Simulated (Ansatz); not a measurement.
Relaxation of a periodic cell of 33 atoms, LiAl32 (host Al, host structure fcc, interstitial Li), to a largest force component of 0.03 eV/Å in at most 60 steps.

Theory: DFT PBE-D3(BJ), scalar-relativistic, plane waves, PAW in Ansatz 0.2.0. Settings: cutoff 420 eV, k mesh 2x2x2, gaussian smearing 0.15 eV, no spin polarisation.

```xyz
33
Lattice="8.1000 0.0000 0.0000 0.0000 8.1000 0.0000 0.0000 0.0000 8.1000" Properties=species:S:1:pos:R:3
Al 4.050 0.000 0.000
Al 6.075 2.025 0.000
Al 6.075 0.000 2.025
Al 0.000 0.000 0.000
Al 2.025 2.025 0.000
Al 4.050 4.050 0.000
Al 6.075 6.075 0.000
Al 2.025 0.000 2.025
Al 4.050 2.025 2.025
Al 6.075 4.050 2.025
Al 4.050 0.000 4.050
Al 6.075 2.025 4.050
Al 6.075 0.000 6.075
Al 0.000 4.050 0.000
Al 2.025 6.075 0.000
Al 0.000 2.025 2.025
Al 2.025 4.050 2.025
Al 4.050 6.075 2.025
Al 0.000 0.000 4.050
Al 2.025 2.025 4.050
Al 4.050 4.050 4.050
Al 6.075 6.075 4.050
Al 2.025 0.000 6.075
Al 4.050 2.025 6.075
Al 6.075 4.050 6.075
Al 0.000 6.075 2.025
Al 0.000 4.050 4.050
Al 2.025 6.075 4.050
Al 0.000 2.025 6.075
Al 2.025 4.050 6.075
Al 4.050 6.075 6.075
Al 0.000 6.075 6.075
Li 4.065 1.993 0.029
```

Question: Where does it end, and by what steps?

Answer: It converged. Limits of this set-up: coarse k mesh. After 5 steps the energy has fallen by 2.217 eV; Al1 moved furthest, 0.38 Å.

| step | energy less start (eV) | largest force component (eV/Å) | accepted |
| --- | --- | --- | --- |
| 0 | 0.0000 | 2.904 | yes |
| 1 | -1.2907 | 1.609 | yes |
| 2 | -2.0902 | 0.224 | yes |
| 3 | -2.1218 | 0.182 | yes |
| 4 | -2.2137 | 0.042 | yes |
| 5 | -2.2165 | 0.009 | yes |

```xyz
33
Lattice="8.1000 0.0000 0.0000 0.0000 8.1000 0.0000 0.0000 0.0000 8.1000" Properties=species:S:1:pos:R:3
Al 4.048 -0.378 -0.003
Al 6.447 2.028 -0.003
Al 6.067 0.007 2.017
Al 0.002 -0.106 0.000
Al 1.664 2.028 -0.003
Al 4.048 4.406 -0.003
Al 6.181 6.071 0.000
Al 2.032 0.006 2.019
Al 4.048 2.028 2.401
Al 6.070 4.044 2.021
Al 4.050 -0.106 4.054
Al 6.181 2.025 4.054
Al 6.070 0.004 6.081
Al 0.002 4.156 0.000
Al 1.919 6.071 0.000
Al 0.002 2.025 2.131
Al 2.029 4.046 2.022
Al 4.050 6.071 2.131
Al 0.000 -0.036 4.050
Al 1.919 2.025 4.054
Al 4.050 4.156 4.054
Al 6.111 6.075 4.050
Al 2.029 0.003 6.080
Al 4.048 2.028 5.718
Al 6.073 4.047 6.078
Al 0.000 6.075 2.061
Al 0.000 4.087 4.050
Al 1.989 6.075 4.050
Al 0.002 2.025 5.969
Al 2.026 4.048 6.077
Al 4.050 6.071 5.969
Al 0.000 6.075 6.038
Li 4.057 2.010 0.013
```

Whether the end is a true minimum wasn't checked by a vibrational analysis.

Time of the run: 47 s on 2 threads of Arm Neoverse V1, on a shared host, peak memory 1 GiB.
